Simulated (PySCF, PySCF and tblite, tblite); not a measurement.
# C5H13Si+: a path driven as a shift of bonds, and NMR exchange, part 1 of 2

How fast is a shift of bonds in C5H13Si+ (`C[C+](C)[C@@H](C)[SiH3]`), and when do the exchanging lines merge?

Programs: PySCF 2.14.0 with density-fitted response routines of our own, and tblite 0.8.0. All values are computed, except where a source is named. Atoms count from 0 throughout.

## 1. The molecule as given

19 atoms, charge 1, multiplicity 1; geometry from: force field or distance geometry start.

Bonds of the start (Å): C0–C1 1.51, C0–H6 1.12, C0–H7 1.11, C0–H8 1.10, C1–C2 1.45, C1–C3 1.47, C2–H10 1.13, C2–H11 1.14, C2–H9 1.08, C3–C4 1.47, C3–H12 1.11, C3–Si5 1.88, C4–H13 1.11, C4–H14 1.13, C4–H15 1.09, Si5–H16 1.46, Si5–H17 1.46, Si5–H18 1.48.

## 2. GFN2-xTB relaxation, start minimum

Job settings and geometry (Å):

```
{"job": {"xc": "GFN2-xTB", "basis": "xTB", "kind": "relax"}, "charge": 1, "multiplicity": 1}
C     -1.558800    -1.179800     0.316500
C     -0.805500     0.073300    -0.071400
C     -1.496400     1.341800     0.064200
C      0.583900    -0.119900    -0.526800
C      1.343400     1.088500    -0.885000
Si     1.566900    -1.089600     0.744300
H     -1.964200    -1.090300     1.357100
H     -0.913600    -2.076300     0.235700
H     -2.376900    -1.270400    -0.413300
H     -0.948100     2.249900    -0.133900
H     -1.949600     1.476200     1.088000
H     -2.396700     1.291600    -0.633500
H      0.527800    -0.781900    -1.417900
H      2.097600     1.364400    -0.113000
H      1.977300     0.831800    -1.784100
H      0.773600     1.965500    -1.185700
H      2.093800    -2.354000     0.227200
H      0.712700    -1.401500     1.889500
H      2.723000    -0.310000     1.234700
```

Command:

```
> OMP_NUM_THREADS=1 python ens_run.py task.json out
```

One launch serves the whole session.

The log of the run:

```text
step      E/eV     max force
  0    -505.86485    3.371
  1    -506.23189    1.421
  2    -506.32948    0.640
  3    -506.39241    0.479
  4    -506.43136    0.459
  5    -506.46105    0.453
  6    -506.48037    0.326
  7    -506.49417    0.287
  8    -506.50538    0.246
  9    -506.51709    0.284
 10    -506.53005    0.306
 11    -506.54065    0.237
 12    -506.54800    0.210
 13    -506.55476    0.180
 14    -506.56276    0.236
 15    -506.57124    0.279
 16    -506.57886    0.281
 17    -506.58589    0.236
 18    -506.59348    0.203
 19    -506.60260    0.253
 20    -506.61343    0.325
 21    -506.62441    0.281
 22    -506.63531    0.268
 23    -506.64914    0.275
 24    -506.66870    0.311
 25    -506.69059    0.370
 26    -506.70798    0.343
 27    -506.72085    0.500
 28    -506.72098    0.553
 29    -506.73857    0.195
 30    -506.74423    0.181
 31    -506.75538    0.168
 32    -506.76237    0.209
 33    -506.77475    0.300
 34    -506.78454    0.296
 35    -506.79770    0.204
 36    -506.80462    0.204
 37    -506.81147    0.193
 38    -506.81617    0.176
 39    -506.82047    0.166
 40    -506.82458    0.220
 41    -506.82966    0.198
 42    -506.83314    0.128
 43    -506.83588    0.115
 44    -506.83799    0.101
 45    -506.84019    0.104
 46    -506.84239    0.112
 47    -506.84439    0.105
 48    -506.84596    0.091
 49    -506.84729    0.077
 50    -506.84843    0.087
 51    -506.84938    0.067
 52    -506.85014    0.076
 53    -506.85073    0.046
 54    -506.85118    0.044
 55    -506.85147    0.044
 56    -506.85188    0.043
 57    -506.85228    0.049
 58    -506.85274    0.054
 59    -506.85314    0.042
 60    -506.85343    0.037
 61    -506.85363    0.036
 62    -506.85382    0.031
 63    -506.85404    0.037
 64    -506.85431    0.034
 65    -506.85456    0.038
 66    -506.85477    0.034
 67    -506.85494    0.031
 68    -506.85512    0.028
 69    -506.85535    0.033
 70    -506.85565    0.041
 71    -506.85599    0.040
 72    -506.85631    0.048
 73    -506.85662    0.045
 74    -506.85695    0.041
 75    -506.85732    0.049
 76    -506.85768    0.050
 77    -506.85798    0.043
 78    -506.85821    0.041
 79    -506.85845    0.039
 80    -506.85873    0.038
 81    -506.85913    0.039
 82    -506.85954    0.042
 83    -506.85997    0.042
 84    -506.86038    0.041
 85    -506.86072    0.043
 86    -506.86101    0.043
 87    -506.86133    0.043
 88    -506.86170    0.070
 89    -506.86210    0.055
 90    -506.86252    0.044
 91    -506.86285    0.031
 92    -506.86302    0.032
 93    -506.86347    0.036
 94    -506.86382    0.042
 95    -506.86414    0.041
 96    -506.86439    0.043
 97    -506.86469    0.036
 98    -506.86501    0.036
 99    -506.86527    0.051
100    -506.86543    0.048
101    -506.86565    0.032
102    -506.86590    0.028
103    -506.86624    0.035
104    -506.86663    0.042
105    -506.86697    0.047
106    -506.86722    0.041
107    -506.86753    0.029
108    -506.86770    0.025
109    -506.86785    0.029
110    -506.86799    0.030
111    -506.86816    0.028
112    -506.86834    0.027
113    -506.86849    0.026
114    -506.86857    0.023
115    -506.86863    0.017
116    -506.86867    0.016
117    -506.86871    0.014
118    -506.86875    0.015
119    -506.86880    0.023
120    -506.86888    0.030
121    -506.86895    0.026
122    -506.86901    0.013
123    -506.86906    0.014
124    -506.86913    0.020
125    -506.86923    0.036
126    -506.86940    0.045
127    -506.86962    0.042
128    -506.86986    0.038
129    -506.87009    0.039
130    -506.87030    0.049
131    -506.87053    0.034
132    -506.87089    0.049
133    -506.87150    0.065
134    -506.87224    0.071
135    -506.87335    0.095
136    -506.87483    0.100
137    -506.87616    0.176
138    -506.86322    0.374
139    -506.88018    0.131
140    -506.88209    0.102
141    -506.88658    0.138
142    -506.88948    0.115
143    -506.89122    0.206
144    -506.89456    0.159
145    -506.89751    0.096
146    -506.90058    0.129
147    -506.90142    0.069
148    -506.90265    0.060
149    -506.90473    0.089
150    -506.90580    0.070
151    -506.90737    0.087
152    -506.90911    0.107
153    -506.91046    0.108
154    -506.91178    0.089
155    -506.91296    0.111
156    -506.91421    0.072
157    -506.91560    0.066
158    -506.91707    0.075
159    -506.91837    0.065
160    -506.91937    0.073
161    -506.92018    0.067
162    -506.92105    0.060
163    -506.92194    0.091
164    -506.92224    0.103
165    -506.92331    0.071
166    -506.92395    0.052
167    -506.92471    0.041
168    -506.92550    0.054
169    -506.92623    0.051
170    -506.92688    0.060
171    -506.92731    0.058
172    -506.92792    0.054
173    -506.92846    0.050
174    -506.92922    0.043
175    -506.92951    0.045
176    -506.93000    0.040
177    -506.93052    0.045
178    -506.93097    0.051
179    -506.93162    0.064
180    -506.93219    0.057
181    -506.93259    0.038
182    -506.93279    0.037
183    -506.93294    0.021
184    -506.93308    0.022
185    -506.93327    0.027
186    -506.93336    0.027
187    -506.93350    0.029
188    -506.93380    0.027
189    -506.93396    0.026
190    -506.93417    0.029
191    -506.93433    0.028
192    -506.93447    0.020
193    -506.93458    0.021
194    -506.93467    0.022
195    -506.93475    0.020
196    -506.93483    0.016
197    -506.93489    0.017
198    -506.93494    0.014
199    -506.93497    0.013
200    -506.93501    0.013
201    -506.93504    0.013
202    -506.93506    0.010
203    -506.93509    0.009
204    -506.93510    0.010
205    -506.93512    0.010
206    -506.93513    0.007
207    -506.93514    0.006
208    -506.93515    0.006
209    -506.93515    0.007
210    -506.93516    0.007
211    -506.93517    0.006
212    -506.93518    0.006
213    -506.93518    0.005
214    -506.93519    0.005
215    -506.93519    0.005
216    -506.93520    0.005
217    -506.93520    0.004
218    -506.93520    0.004
219    -506.93521    0.005
220    -506.93521    0.006
221    -506.93521    0.006
222    -506.93522    0.004
223    -506.93522    0.004
224    -506.93522    0.004
225    -506.93522    0.005
226    -506.93523    0.005
227    -506.93523    0.004
228    -506.93523    0.003
229    -506.93523    0.004
230    -506.93524    0.005
231    -506.93524    0.006
232    -506.93525    0.005
233    -506.93525    0.004
234    -506.93525    0.005
235    -506.93525    0.005
236    -506.93526    0.004
237    -506.93526    0.003
238    -506.93526    0.005
239    -506.93526    0.004
240    -506.93527    0.004
241    -506.93527    0.004
242    -506.93527    0.003
```

It took 1.6 s on 1 thread of Arm Neoverse V1, shared host.

The energy fell by 1.070 eV, and the atoms moved 0.76 Å (root mean square).

## 3. Relaxed scan, to the middle

Job settings and geometry (Å):

```
{"job": {"xc": "GFN2-xTB", "basis": "xTB", "coordinate": [["d", [6, 0], 1], ["d", [6, 1], -1]], "kind": "drive"}, "charge": 1, "multiplicity": 1}
C     -1.717323    -1.127888     0.196441
C     -0.757100    -0.035569    -0.035611
C     -1.148643     1.313548     0.407868
C      0.465344    -0.266112    -0.664332
C      1.247574     0.876959    -1.264203
Si     1.569072    -0.919984     0.987199
H     -1.980877    -1.197902     1.252729
H     -1.361151    -2.090940    -0.159126
H     -2.648604    -0.890105    -0.323185
H     -0.319576     1.854471     0.860884
H     -1.992560     1.292798     1.091685
H     -1.438587     1.896922    -0.470907
H      0.498398    -1.172491    -1.265478
H      1.471654     1.658475    -0.542109
H      2.182876     0.522866    -1.687691
H      0.670431     1.329705    -2.070398
H      2.828924    -1.185077     0.306053
H      0.853512    -2.085310     1.493015
H      1.566830     0.234883     1.879705
```

The log of the run:

```text
point  coordinate     E/eV
  0     -0.900     -506.88004
  1     -0.756     -506.72505
  2     -0.605     -506.48399
  3     -0.442     -506.17400
  4     -0.265     -505.83400
  5     -0.075     -505.51560
```

Run time: 1.1 s. Hardware: 1 thread of Arm Neoverse V1, shared host.

The highest point is number 5, 31.5 kcal/mol above the first.

## 4. Relaxed scan, from the middle, back

Job settings and geometry (Å):

```
{"job": {"xc": "GFN2-xTB", "basis": "xTB", "coordinate": [["d", [6, 0], 1], ["d", [6, 1], -1]], "kind": "drive"}, "charge": 1, "multiplicity": 1}
C     -1.834698    -1.099232    -0.013440
C     -0.840574    -0.080414    -0.040196
C     -1.233788     1.307493     0.312588
C      0.511218    -0.332822    -0.525448
C      1.201137     0.864703    -1.173877
Si     1.650755    -0.953643     0.980099
H     -1.114875    -0.876081     0.991313
H     -1.646728    -2.066506    -0.453084
H     -2.865613    -0.860976     0.198919
H     -0.467281     1.815650     0.892175
H     -2.179039     1.348189     0.846726
H     -1.353030     1.868236    -0.616826
H      0.504210    -1.170199    -1.225387
H      1.404491     1.660240    -0.463170
H      2.149347     0.550624    -1.600219
H      0.596951     1.273276    -1.981914
H      2.958352    -1.211462     0.409533
H      0.930760    -2.136246     1.467764
H      1.594878     0.128625     1.960800
```

The log of the run:

```text
point  coordinate     E/eV
  0     -0.288     -505.87898
  1     -0.412     -506.11549
  2     -0.530     -506.34381
  3     -0.639     -506.54201
  4     -0.745     -506.70952
  5     -0.843     -506.82785
  6     -0.940     -506.90787
  7     -1.030     -506.93138
```

It took 1.1 s on 1 thread of Arm Neoverse V1, shared host.

## 5. Relaxed scan, from the middle, on

job is that of step 4.

The log of the run:

```text
point  coordinate     E/eV
  0     -0.008     -505.41722
  1      0.141     -505.23038
  2      0.287     -505.06650
  3      0.437     -504.92507
  4      0.585     -504.81613
  5      0.727     -504.72931
  6      0.863     -504.65028
  7      1.054     -506.01520
```

It took 1.7 s on 1 thread of Arm Neoverse V1, shared host.

The highest point is number 6, 17.7 kcal/mol above the first.

## 6. Nudged elastic band, leg 1

Job settings and geometry (Å):

```
{"job": {"xc": "GFN2-xTB", "basis": "xTB", "kind": "neb"}, "charge": 1, "multiplicity": 1}
C     -1.711884    -1.139551     0.187543
C     -0.759899    -0.039281    -0.041279
C     -1.164912     1.306632     0.399646
C      0.467152    -0.259573    -0.664442
C      1.245159     0.890276    -1.256613
Si     1.564991    -0.908928     0.993528
H     -1.978253    -1.210764     1.243049
H     -1.345944    -2.099691    -0.165917
H     -2.643364    -0.910526    -0.335559
H     -0.339809     1.860106     0.844405
H     -2.004412     1.278936     1.088697
H     -1.468342     1.881726    -0.480130
H      0.510525    -1.164719    -1.266750
H      1.464566     1.668755    -0.529768
H      2.183140     0.542712    -1.679441
H      0.667843     1.345186    -2.061366
H      2.833154    -1.157173     0.321685
H      0.857469    -2.084459     1.486727
H      1.543215     0.241669     1.891112
```

The log of the run:

```text
image   E - E0 / eV
  0       0.0000
  1       0.0583
  2       1.1381
  3       2.3078
  4       1.8657
  5       0.9605
  6       0.8662
```

Wall time 2.4 s (1 thread of Arm Neoverse V1, shared host).

The highest point is number 3, 53.2 kcal/mol above the first.

## 7. Saddle search, leg 1

Job settings and geometry (Å):

```
{"job": {"xc": "GFN2-xTB", "basis": "xTB", "kind": "saddle"}, "charge": 1, "multiplicity": 1}
C     -1.891384    -0.942245    -0.463117
C     -0.884413    -0.187498     0.211364
C     -1.244633     1.305145     0.459192
C      0.500245    -0.431238    -0.358323
C      1.079009     0.685428    -1.195292
Si     1.778728    -0.885966     1.105181
H     -0.943640    -0.577664     1.247059
H     -1.735356    -1.350536    -1.450600
H     -2.805979    -1.228090     0.034347
H     -0.506766     1.763453     1.108516
H     -2.222986     1.383910     0.924420
H     -1.268597     1.825848    -0.493454
H      0.471005    -1.347300    -0.957358
H      1.252420     1.590092    -0.619745
H      2.020187     0.378180    -1.642345
H      0.396239     0.930106    -2.011516
H      3.001277    -1.190012     0.375457
H      1.179373    -2.032562     1.785738
H      1.825271     0.310949     1.940477
```

The log of the run:

```text
step      E/eV     max force
  0    -504.62742   0.0220
  1    -504.63304   0.0222
  2    -504.63648   0.0502
  3    -504.63485   0.0095
  4    -504.63662   0.0158
  5    -504.63784   0.0154
  6    -504.63863   0.0283
  7    -504.63873   0.0046
  8    -504.63848   0.0500
  9    -504.63875   0.0075
 10    -504.63876   0.0037
lowest wavenumbers (cm-1): -298.4 67.1 120.9 172.9 233.9 234.0
```

Run time: 5.9 s. Hardware: 1 thread of Arm Neoverse V1, shared host.

Point group C1; 1 imaginary mode, 298i cm⁻¹, carried by H7, H8, C1. Steps downhill from it reached both ends.

## 8. DFT refinement, start: PBE0-D3(BJ)/def2-SVP

Job settings and geometry (Å):

```
{"job": {"xc": "PBE0", "basis": "def2-SVP", "kind": "refine"}, "charge": 1, "multiplicity": 1}
C     -1.717323    -1.127888     0.196441
C     -0.757100    -0.035569    -0.035611
C     -1.148643     1.313548     0.407868
C      0.465344    -0.266112    -0.664332
C      1.247574     0.876959    -1.264203
Si     1.569072    -0.919984     0.987199
H     -1.980877    -1.197902     1.252729
H     -1.361151    -2.090940    -0.159126
H     -2.648604    -0.890105    -0.323185
H     -0.319576     1.854471     0.860884
H     -1.992560     1.292798     1.091685
H     -1.438587     1.896922    -0.470907
H      0.498398    -1.172491    -1.265478
H      1.471654     1.658475    -0.542109
H      2.182876     0.522866    -1.687691
H      0.670431     1.329705    -2.070398
H      2.828924    -1.185077     0.306053
H      0.853512    -2.085310     1.493015
H      1.566830     0.234883     1.879705
```

The log of the run:

```text
step      E/eV     max force
  0    -13251.42195   1.1160
  1    -13251.51134   0.1660
  2    -13251.51359   0.4127
  3    -13251.50749   0.3136
  4    -13251.51914   0.1503
  5    -13251.51990   0.0383
  6    -13251.52004   0.0067
```

Run time: 2 min. Hardware: 1 thread of Arm Neoverse V1, shared host; peak memory 0.62 GiB.

Relaxing gained 0.098 eV and moved the atoms by 0.07 Å on average (rms).

DFT refinement, saddle of leg 1: PBE0-D3(BJ)/def2-SVP:

Job settings and geometry (Å):

```
{"job": {"xc": "PBE0", "basis": "def2-SVP", "kind": "refine"}, "charge": 1, "multiplicity": 1}
C     -1.895816    -0.868343    -0.587805
C     -0.893394    -0.216775     0.194099
C     -1.194447     1.252973     0.586215
C      0.499745    -0.467629    -0.349732
C      1.037081     0.613446    -1.259286
Si     1.785411    -0.776087     1.142332
H     -1.010725    -0.724200     1.174456
H     -1.702590    -1.214561    -1.592508
H     -2.849589    -1.142265    -0.160656
H     -0.450691     1.606319     1.291990
H     -2.178163     1.329723     1.040012
H     -1.174298     1.870676    -0.306449
H      0.488969    -1.418247    -0.892345
H      1.216775     1.548646    -0.736811
H      1.965577     0.298109    -1.726525
H      0.316214     0.807204    -2.057207
H      3.003812    -1.152756     0.439975
H      1.195990    -1.845066     1.946863
H      1.840137     0.498833     1.853384
```

The log of the run:

```text
step      E/eV     max force
  0    -13249.06932   1.4539
  1    -13249.18711   0.6707
  2    -13249.23277   0.2682
  3    -13249.24643   0.2161
  4    -13249.25359   0.2500
  5    -13249.25102   0.2174
  6    -13249.25082   0.1459
  7    -13249.25289   0.1032
  8    -13249.25219   0.2651
  9    -13249.25479   0.1011
 10    -13249.25467   0.1272
 11    -13249.25543   0.1144
 12    -13249.25574   0.1865
 13    -13249.25679   0.2094
 14    -13249.25621   0.1365
 15    -13249.25470   0.1853
 16    -13249.25576   0.1279
 17    -13249.25599   0.0881
 18    -13249.25689   0.0658
 19    -13249.25643   0.0737
 20    -13249.25715   0.0470
 21    -13249.25719   0.0492
 22    -13249.25720   0.0406
 23    -13249.25724   0.0443
 24    -13249.25726   0.0092
```

Run time: 6.9 min. Hardware: 1 thread of Arm Neoverse V1, shared host; peak memory 0.63 GiB.

The energy fell by 0.188 eV, and the atoms moved 0.22 Å (root mean square).

## 9. DFT refinement, end: PBE0-D3(BJ)/def2-SVP

Job settings and geometry (Å):

```
{"job": {"xc": "PBE0", "basis": "def2-SVP", "kind": "refine"}, "charge": 1, "multiplicity": 1}
C     -1.393553    -0.776803    -0.730834
C     -0.929503    -0.142863     0.512920
C     -1.150554     1.330354     0.716069
C      0.121835    -0.622663    -0.547968
C      0.836955     0.366386    -1.448808
Si     1.674622    -0.697612     1.271820
H     -1.045589    -0.729094     1.419484
H     -1.841069    -0.145510    -1.484104
H     -1.802683    -1.774890    -0.700369
H     -0.490449     1.748306     1.472696
H     -2.173200     1.484078     1.056159
H     -1.020171     1.885917    -0.207353
H      0.543379    -1.626550    -0.548553
H      1.290856     1.187681    -0.895595
H      1.619888    -0.137259    -2.009798
H      0.155428     0.803086    -2.175343
H      2.850900    -0.893139     0.432536
H      1.166202    -1.850658     2.003739
H      1.507102     0.632566     1.838426
```

The log of the run:

```text
step      E/eV     max force
  0    -13250.08023   1.7434
  1    -13250.33259   1.3373
  2    -13250.49648   0.6276
  3    -13250.55513   0.4660
  4    -13250.56939   0.2361
  5    -13250.57741   0.1620
  6    -13250.57618   0.1230
  7    -13250.57910   0.1471
  8    -13250.57878   0.1061
  9    -13250.58006   0.0437
 10    -13250.57991   0.1180
 11    -13250.58036   0.0225
 12    -13250.58048   0.0391
 13    -13250.58072   0.0470
 14    -13250.58082   0.0985
 15    -13250.58112   0.0370
 16    -13250.58137   0.0242
 17    -13250.58142   0.1098
 18    -13250.58173   0.0269
 19    -13250.58195   0.0172
 20    -13250.58183   0.1465
 21    -13250.58232   0.0168
 22    -13250.58256   0.0117
```

It took 6 min on 1 thread of Arm Neoverse V1, shared host; peak memory 0.63 GiB.

Gain 0.502 eV; displacement 0.18 Å root mean square.

(Continued in part 2 of 2.)
